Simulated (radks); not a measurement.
# Ti⁴⁺ in [Ne] 3p6 4p2: an all-electron calculation

What are the levels of the titanium ion Ti4+, how large are its shells, and how does its energy divide?

The numbers are computed with radks (a radial shooting solver on a logarithmic mesh, Libxc functionals) version 1 (scalar-relativistic Kohn-Sham, TASK exchange with Perdew-Wang LDA correlation, spin-polarised, spherical densities, finite nucleus; open shells are filled with parallel spins first), except any that are marked as measured or tabulated.

## 1. The atom as given

| Quantity | Value |
| --- | --- |
| element | titanium (Z = 22) |
| charge | +4 |
| electrons | 18 |
| configuration | [Ne] 3p6 4p2 |
| nuclear rms radius | 3.5921 fm |

The outer shells:

Ti⁴⁺
```
[Ne] core
3p [↑↓][↑↓][↑↓]
4p [↑ ][↑ ][  ]
```

## 2. The calculation

Input:

```text
Z 22
configuration [Ne] 3p6 4p2
relativity scalar-relativistic
functional task,pw
spin polarised
nucleus finite rms 3.5921 fm
c 137.035999084
```

On the command line:

```
$ python run_ks.py task.json out
```

All runs below come from this command, one after another.

Q: Predict the outcome of this run.

The runs gave:

```
                        quantity                   value
                    total energy      -843.29023 hartree
exchange-correlation share of it                  4.61 %
                            −T/E                  1.0081
          highest occupied level       4p up, -38.445 eV
    most extended occupied level  4p up, <r> = 2.45 bohr
 radius at density 0.001 e/bohr³               3.86 bohr
    maxima of the radial density                       3
```

**Reading.** The radial density shows 3 maxima for 4 occupied principal shells; where shells overlap, one shows as a shoulder or not at all. Relativity lifts −T/E to 1.008. This is not the tabulated ground configuration, so its levels and sizes aren't those of the ground state, and no measured value stands beside it.
